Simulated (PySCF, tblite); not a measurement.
# BH6NPb: NMR shieldings

Wanted: NMR shieldings for BH6NPb (`B[NH][PbH3]`).

Programs: tblite 0.8.0 and PySCF 2.14.0, with routines of our own; each step states its level. All values are computed. Atoms count from 0.

### Step 1. The starting structure

9 atoms, charge 0, multiplicity 1; geometry from: force field or distance geometry start.

### Step 2. Geometry optimisation with GFN2-xTB

The job: settings as JSON, then the geometry in Å.

```
{"job": {"kind": "relax", "xc": "GFN2-xTB", "basis": "xTB"}, "charge": 0, "multiplicity": 1}
B     -1.620300    -0.182300     0.027900
N     -0.410700    -0.871300    -0.555000
Pb     1.458000    -0.053800     0.284800
H     -1.767200     0.964200    -0.227800
H     -2.120500    -0.656700     0.983900
H     -0.247300    -0.448000    -1.481100
H      2.404000    -1.256800    -0.151100
H      1.427800     1.650900    -0.650300
H      0.889700     0.859800     1.743500
```

Launch:

```bash
> OMP_NUM_THREADS=1 python heavy_run.py task.json out
```

This one command runs all jobs of the session in turn.

The program printed:

```text
step      E/eV     max force
  0    -255.76527    5.081
  1    -256.24502    2.549
  2    -256.47406    0.978
  3    -256.54049    0.831
  4    -256.59262    0.927
  5    -256.66886    1.062
  6    -256.76171    1.062
  7    -256.81754    0.913
  8    -256.85586    0.775
  9    -256.89209    0.640
 10    -256.92346    0.609
 11    -256.95385    0.641
 12    -256.97593    0.559
 13    -256.99781    0.566
 14    -257.03901    0.803
 15    -257.10866    1.242
 16    -257.18938    1.578
 17    -257.27112    1.408
 18    -257.37789    0.904
 19    -257.41189    1.151
 20    -257.45927    0.764
 21    -257.48864    0.506
 22    -257.52288    0.489
 23    -257.55085    0.474
 24    -257.57093    0.425
 25    -257.58647    0.386
 26    -257.60261    0.532
 27    -257.62681    0.616
 28    -257.65887    0.504
 29    -257.67521    0.477
 30    -257.69365    0.483
 31    -257.71188    0.472
 32    -257.72604    0.334
 33    -257.73569    0.331
 34    -257.73942    0.154
 35    -257.74220    0.133
 36    -257.74704    0.182
 37    -257.75003    0.195
 38    -257.75254    0.128
 39    -257.75412    0.116
 40    -257.75540    0.096
 41    -257.75634    0.113
 42    -257.75699    0.093
 43    -257.75740    0.049
 44    -257.75772    0.049
 45    -257.75799    0.043
 46    -257.75821    0.043
 47    -257.75836    0.031
 48    -257.75846    0.027
 49    -257.75852    0.022
 50    -257.75857    0.021
 51    -257.75862    0.019
 52    -257.75866    0.017
 53    -257.75872    0.020
 54    -257.75879    0.019
 55    -257.75885    0.023
 56    -257.75889    0.026
 57    -257.75895    0.026
 58    -257.75905    0.025
 59    -257.75919    0.024
 60    -257.75933    0.020
 61    -257.75939    0.012
 62    -257.75941    0.010
 63    -257.75941    0.011
 64    -257.75943    0.011
 65    -257.75944    0.008
```

Wall time 0.17 s (1 thread of Arm Neoverse V1, shared host).

Step by step: (not every step is listed)

```tsv
step	energy from step 0 (eV)	largest force (eV/Å)
0	0.0000	5.0806
1	-0.4798	2.5487
2	-0.7088	0.9776
3	-0.7752	0.8306
4	-0.8274	0.9267
5	-0.9036	1.0621
6	-0.9964	1.0625
7	-1.0523	0.9128
8	-1.0906	0.7745
13	-1.2325	0.5658
18	-1.6126	0.9036
23	-1.7856	0.4738
28	-1.8936	0.5044
33	-1.9704	0.3313
38	-1.9873	0.1280
43	-1.9921	0.0490
48	-1.9932	0.0267
53	-1.9934	0.0200
58	-1.9938	0.0247
60	-1.9941	0.0195
61	-1.9941	0.0120
62	-1.9941	0.0103
63	-1.9941	0.0110
64	-1.9942	0.0110
65	-1.9942	0.0083
```

Distances of close pairs at the start and the end, largest changes first:

```tsv
bond	before (Å)	after (Å)	change (Å)
Pb2–H7	1.945	1.744	-0.200
Pb2–H6	1.591	1.745	+0.153
B0–N1	1.509	1.372	-0.137
Pb2–H8	1.813	1.730	-0.082
N1–Pb2	2.206	2.163	-0.043
N1–H5	1.031	1.007	-0.025
B0–H3	1.184	1.176	-0.008
B0–H4	1.179	1.173	-0.006
```

The final coordinates are the input of the step that follows.

### Step 3. Vibrational analysis with GFN2-xTB

The job: settings as JSON, then the geometry in Å.

```
{"job": {"kind": "ir", "xc": "GFN2-xTB", "basis": "xTB"}, "charge": 0, "multiplicity": 1}
B     -1.733662    -0.109127     0.014476
N     -0.515519    -0.125894    -0.615970
Pb     1.444691     0.134159     0.261169
H     -2.709380    -0.271432    -0.621239
H     -1.778033     0.066161     1.173082
H     -0.457990    -0.273359    -1.610102
H      2.368167    -1.306291    -0.079158
H      2.184210     1.515096    -0.505890
H      1.211078     0.376680     1.958452
```

The program printed:

```text
mode    cm-1     km/mol
  1      56.4      2.48
  2     182.4      3.10
  3     281.7      3.34
  4     355.7      3.22
  5     440.2     76.86
  6     450.2     29.45
  7     634.7    432.60
  8     688.2    136.89
  9     695.6    158.56
 10     737.6     47.04
 11     858.0     94.20
 12     883.7     35.67
 13    1131.9     31.59
 14    1140.8     12.67
 15    1378.8     52.98
 16    1518.3    507.12
 17    1742.4    656.37
 18    1779.4    556.26
 19    2565.1    243.53
 20    2610.7    159.47
 21    3470.8      6.88
```

Wall time 0.09 s (1 thread of Arm Neoverse V1, shared host).

Which atoms move in the most intense modes:

```tsv
cm⁻¹	km/mol	atoms
635	432.6	H8 33 %, H6 32 %, H7 32 %
688	136.9	H8 58 %, H6 20 %, H7 19 %
696	158.6	H7 49 %, H6 48 %
1518	507.1	H6 35 %, H7 34 %, H8 25 %
1742	656.4	H6 50 %, H7 49 %
1779	556.3	H8 73 %, H7 14 %, H6 13 %
2565	243.5	H3 89 %
2611	159.5	H4 87 %
```

### Step 4. NMR shieldings: PBE/pcSseg-1 Pb:us-x2c-TZVPall-2c, spin–orbit

The job, as its differences from that of step 3:

```diff
@@ -1,2 +1,2 @@
-{"job": {"kind": "ir", "xc": "GFN2-xTB", "basis": "xTB"}, "charge": 0, "multiplicity": 1}
+{"job": {"kind": "hnmr", "xc": "PBE", "basis": {"default": "pcSseg-1", "Pb": "us-x2c-TZVPall-2c"}, "rel": "so"}, "charge": 0, "multiplicity": 1}
 B     -1.733662    -0.109127     0.014476
```

With the program's defaults for keys left out, this is: PBE/pcSseg-1 Pb:us-x2c-TZVPall-2c GIAO NMR shielding, X2C with spin-orbit coupling, screened-nuclear two-electron part, Gaussian nuclei, gas phase.

The program printed:

```text
spin-free SCF
coarse grid: 33792 points
cycle   1  E = -20969.0985007880  dE = -7.837e-01  |g| = 1.697e+00  |ddm| = 7.818e+00
cycle   2  E = -20968.7618948663  dE =  3.366e-01  |g| = 1.267e+00  |ddm| = 1.816e+00
cycle   3  E = -20968.7432339243  dE =  1.866e-02  |g| = 1.423e+00  |ddm| = 2.152e+00
cycle   4  E = -20969.1563435290  dE = -4.131e-01  |g| = 2.435e-01  |ddm| = 8.922e-01
cycle   5  E = -20969.1678069475  dE = -1.146e-02  |g| = 1.450e-01  |ddm| = 3.787e-01
cycle   6  E = -20969.1724798527  dE = -4.673e-03  |g| = 2.225e-02  |ddm| = 1.286e-01
cycle   7  E = -20969.1725806121  dE = -1.008e-04  |g| = 4.050e-03  |ddm| = 2.534e-02
cycle   8  E = -20969.1725840603  dE = -3.448e-06  |g| = 8.296e-04  |ddm| = 4.218e-03
final grid: 69416 points
cycle   9  E = -20969.1352611811  dE = -3.689e-05  |g| = 3.337e-03  |ddm| = 3.005e-03
cycle  10  E = -20969.1352579309  dE =  3.250e-06  |g| = 4.134e-03  |ddm| = 4.732e-03
cycle  11  E = -20969.1352604446  dE = -2.514e-06  |g| = 2.485e-03  |ddm| = 4.920e-03
cycle  12  E = -20969.1352617519  dE = -1.307e-06  |g| = 5.565e-04  |ddm| = 1.906e-03
cycle  13  E = -20969.1352618212  dE = -6.934e-08  |g| = 3.807e-05  |ddm| = 5.598e-04
cycle  14  E = -20969.1352618216  dE = -3.965e-10  |g| = 6.246e-06  |ddm| = 4.057e-05
converged SCF energy = -20969.1352618216
two-component SCF
cycle   1  E = -20955.3820505367  dE = -2.096e+04  |FDS-SDF| = 5.081e+02
cycle   2  E = -20993.7384413571  dE = -3.836e+01  |FDS-SDF| = 1.104e+00
cycle   3  E = -20993.7389266412  dE = -4.853e-04  |FDS-SDF| = 1.476e-01
cycle   4  E = -20993.7387725899  dE =  1.541e-04  |FDS-SDF| = 8.704e-02
cycle   5  E = -20993.7391238145  dE = -3.512e-04  |FDS-SDF| = 2.898e-02
cycle   6  E = -20993.7392125535  dE = -8.874e-05  |FDS-SDF| = 1.512e-02
cycle   7  E = -20993.7392623038  dE = -4.975e-05  |FDS-SDF| = 1.224e-03
cycle   8  E = -20993.7392626191  dE = -3.153e-07  |FDS-SDF| = 2.920e-04
cycle   9  E = -20993.7392626424  dE = -2.323e-08  |FDS-SDF| = 4.983e-05
converged, E = -20993.7392626424

Field gradients (au) and densities at the nuclei (bohr^-3)
atom        Vxx        Vyy        Vzz        centre      nuclear mean
  0 B     -0.1817    -0.2386     0.4204         64.640         64.640
  1 N      0.0052     0.3865    -0.3917        185.763        185.763
  2 Pb    -2.0605    -2.5664     4.6268    2710406.948    2498454.063
  3 H     -0.1151    -0.1244     0.2394          0.386          0.386
  4 H     -0.1174    -0.1245     0.2419          0.390          0.390
  5 H     -0.1929    -0.2317     0.4246          0.381          0.381
  6 H     -0.0527    -0.0551     0.1078          0.324          0.324
  7 H     -0.0528    -0.0552     0.1080          0.324          0.324
  8 H     -0.0557    -0.0574     0.1131          0.324          0.324
without picture change
  2 Pb                           5.4979                   7244899.626

Core orbital energies (eV)
atom   shell        mean    spread
  2 Pb 1s       -87732.398   0.000
  2 Pb 2s       -15688.234   0.000
  2 Pb 3s        -3766.796   0.000
  2 Pb 4s         -852.457   0.000
  2 Pb 5s         -143.574   0.000
  2 Pb 6s          -14.876   0.000
  2 Pb 2p1/2    -15065.510   0.000
  2 Pb 2p3/2    -12889.261   0.004
  2 Pb 3p1/2     -3486.155   0.000
  2 Pb 3p3/2     -2999.742   0.013
  2 Pb 4p1/2      -731.004   0.000
  2 Pb 4p3/2      -611.828   0.021
  2 Pb 5p1/2      -102.062   0.000
  2 Pb 5p3/2       -79.929   0.016
  2 Pb 3d3/2     -2539.199   0.012
  2 Pb 3d5/2     -2435.741   0.016
  2 Pb 4d3/2      -414.131   0.020
  2 Pb 4d5/2      -391.731   0.025
  2 Pb 5d3/2       -23.113   0.025
  2 Pb 5d5/2       -20.540   0.192
  2 Pb 4f5/2      -135.175   0.025
  2 Pb 4f7/2      -130.268   0.028

Shielding tensors (ppm)
atom      isotropic    diamagn.    paramagn.     s11        s22        s33       span
  0 B        54.87      196.82     -141.95      19.12      40.06     105.41      86.29
  1 N       130.33      317.03     -186.71      17.05     144.18     229.75     212.70
  2 Pb    11023.21     8847.66     2175.55   10767.07   10987.05   11315.51     548.44
  3 H        25.95       29.54       -3.59      24.37      24.64      28.85       4.48
  4 H        26.38       31.54       -5.16      23.25      24.30      31.58       8.33
  5 H        26.37       30.72       -4.35      19.30      25.48      34.33      15.03
  6 H        19.93       26.29       -6.36       3.47      16.86      39.45      35.98
  7 H        19.93       26.29       -6.37       3.46      16.85      39.47      36.00
  8 H        20.46       26.87       -6.41       4.83      17.02      39.54      34.72
```

It took 58 s on 1 thread of Arm Neoverse V1, shared host; peak memory 0.95 GiB.

From this job:

```tsv
quantity	value
energy from spin-orbit coupling	-24.6040 Eh
```

### Step 5. NMR shieldings: PBE/pcSseg-1 Pb:us-x2c-TZVPall-2c, spin-free

The job, as its differences from that of step 4:

```diff
@@ -1,2 +1,2 @@
-{"job": {"kind": "hnmr", "xc": "PBE", "basis": {"default": "pcSseg-1", "Pb": "us-x2c-TZVPall-2c"}, "rel": "so"}, "charge": 0, "multiplicity": 1}
+{"job": {"kind": "hnmr", "xc": "PBE", "basis": {"default": "pcSseg-1", "Pb": "us-x2c-TZVPall-2c"}, "rel": "sf"}, "charge": 0, "multiplicity": 1}
 B     -1.733662    -0.109127     0.014476
```

With the program's defaults for keys left out, this is: PBE/pcSseg-1 Pb:us-x2c-TZVPall-2c GIAO NMR shielding, spin-free X2C, Gaussian nuclei, gas phase.

The program printed:

```text
spin-free SCF
coarse grid: 33792 points
cycle   1  E = -20969.0985007880  dE = -7.837e-01  |g| = 1.697e+00  |ddm| = 7.818e+00
cycle   2  E = -20968.7618948663  dE =  3.366e-01  |g| = 1.267e+00  |ddm| = 1.816e+00
cycle   3  E = -20968.7432339243  dE =  1.866e-02  |g| = 1.423e+00  |ddm| = 2.152e+00
cycle   4  E = -20969.1563435290  dE = -4.131e-01  |g| = 2.435e-01  |ddm| = 8.922e-01
cycle   5  E = -20969.1678069475  dE = -1.146e-02  |g| = 1.450e-01  |ddm| = 3.787e-01
cycle   6  E = -20969.1724798527  dE = -4.673e-03  |g| = 2.225e-02  |ddm| = 1.286e-01
cycle   7  E = -20969.1725806121  dE = -1.008e-04  |g| = 4.050e-03  |ddm| = 2.534e-02
cycle   8  E = -20969.1725840603  dE = -3.448e-06  |g| = 8.296e-04  |ddm| = 4.218e-03
final grid: 69416 points
cycle   9  E = -20969.1352611811  dE = -3.689e-05  |g| = 3.337e-03  |ddm| = 3.005e-03
cycle  10  E = -20969.1352579309  dE =  3.250e-06  |g| = 4.134e-03  |ddm| = 4.732e-03
cycle  11  E = -20969.1352604446  dE = -2.514e-06  |g| = 2.485e-03  |ddm| = 4.920e-03
cycle  12  E = -20969.1352617519  dE = -1.307e-06  |g| = 5.565e-04  |ddm| = 1.906e-03
cycle  13  E = -20969.1352618212  dE = -6.934e-08  |g| = 3.807e-05  |ddm| = 5.598e-04
cycle  14  E = -20969.1352618216  dE = -3.965e-10  |g| = 6.246e-06  |ddm| = 4.057e-05
converged SCF energy = -20969.1352618216
check of the scalar solution
cycle   1  E = -20969.1352618220  dE = -2.097e+04  |FDS-SDF| = 5.275e+00
cycle   2  E = -20969.1361457781  dE = -8.840e-04  |FDS-SDF| = 3.133e-03
cycle   3  E = -20969.1361457784  dE = -2.910e-10  |FDS-SDF| = 4.712e-05
converged, E = -20969.1361457784

Field gradients (au) and densities at the nuclei (bohr^-3)
atom        Vxx        Vyy        Vzz        centre      nuclear mean
  0 B     -0.1821    -0.2387     0.4208         64.641         64.641
  1 N      0.0050     0.3829    -0.3879        185.760        185.760
  2 Pb    -1.9631    -2.4179     4.3809    2690488.298    2479016.638
  3 H     -0.1151    -0.1243     0.2394          0.386          0.386
  4 H     -0.1174    -0.1245     0.2419          0.390          0.390
  5 H     -0.1929    -0.2317     0.4246          0.381          0.381
  6 H     -0.0534    -0.0558     0.1092          0.325          0.325
  7 H     -0.0535    -0.0559     0.1094          0.325          0.325
  8 H     -0.0564    -0.0581     0.1145          0.325          0.325
without picture change
  2 Pb                           5.7105                   7246376.360

Core orbital energies (eV)
atom   shell        mean    spread
  2 Pb 1s       -87758.032   0.000
  2 Pb 2s       -15694.305   0.000
  2 Pb 3s        -3768.689   0.000
  2 Pb 4s         -853.031   0.000
  2 Pb 5s         -143.709   0.000
  2 Pb 6s          -14.916   0.000
  2 Pb 2p       -13534.666   0.006
  2 Pb 3p        -3145.676   0.020
  2 Pb 4p         -647.517   0.032
  2 Pb 5p          -86.537   0.028
  2 Pb 3d        -2477.847   0.018
  2 Pb 4d         -400.887   0.030
  2 Pb 5d          -21.606   0.275
  2 Pb 4f         -132.635   0.031

Shielding tensors (ppm)
atom      isotropic    diamagn.    paramagn.     s11        s22        s33       span
  0 B        56.12      196.73     -140.61      19.36      40.39     108.61      89.25
  1 N       120.14      316.64     -196.50      17.60     135.30     207.54     189.94
  2 Pb     5755.04    10305.86    -4550.82    5342.31    5544.60    6378.22    1035.91
  3 H        26.28       29.56       -3.28      23.97      25.83      29.05       5.08
  4 H        26.75       31.49       -4.73      23.32      25.36      31.58       8.27
  5 H        26.94       30.70       -3.76      20.34      26.15      34.32      13.98
  6 H        25.28       26.65       -1.37      14.48      16.27      45.09      30.61
  7 H        25.28       26.65       -1.37      14.47      16.26      45.10      30.63
  8 H        25.57       27.15       -1.58      15.28      16.32      45.10      29.82
```

It took 19 s on 1 thread of Arm Neoverse V1, shared host; peak memory 0.95 GiB.

### Step 6. Shieldings side by side

```tsv
run	Pb2	N1	H7	H6	H8	B0	H5	time
step 4, PBE/pcSseg-1 Pb:us-x2c-TZVPall-2c, spin–orbit	11023.2	130.3	19.9	19.9	20.5	54.9	26.4	58 s
step 5, PBE/pcSseg-1 Pb:us-x2c-TZVPall-2c, spin-free	5755.0	120.1	25.3	25.3	25.6	56.1	26.9	19 s
```

### Step 7. Outcome

| quantity | value |
| --- | --- |
| strongest single infrared mode (GFN2-xTB) | 1742 cm⁻¹, 656 km/mol |
| zero-point energy (GFN2-xTB) | 33.7 kcal/mol |
| energy from spin-orbit coupling (step 4, PBE/pcSseg-1 Pb:us-x2c-TZVPall-2c, spin–orbit) | -24.6040 Eh |
| shieldings (step 4, PBE/pcSseg-1 Pb:us-x2c-TZVPall-2c, spin–orbit) | B0 54.9, N1 130.3, Pb2 11023.2 ppm |
| shieldings (step 5, PBE/pcSseg-1 Pb:us-x2c-TZVPall-2c, spin-free) | B0 56.1, N1 120.1, Pb2 5755.0 ppm |

What this shows: No mode is imaginary among the 21: a minimum at this level. The strongest single mode, at 1742 cm⁻¹, moves mainly H6 and H7. GFN2-xTB is a fitted tight-binding method: band positions and strengths are rough. Its intensities can rank the bands wrongly. A contracted two-component basis is stiff near heavy nuclei, so the absolute shieldings of the heavy atoms from it are rough. In step 4, Pb2 has the widest tensor, 548 ppm. Pb2 moves most between the runs, by 5268 ppm; the labels say what changes from run to run.
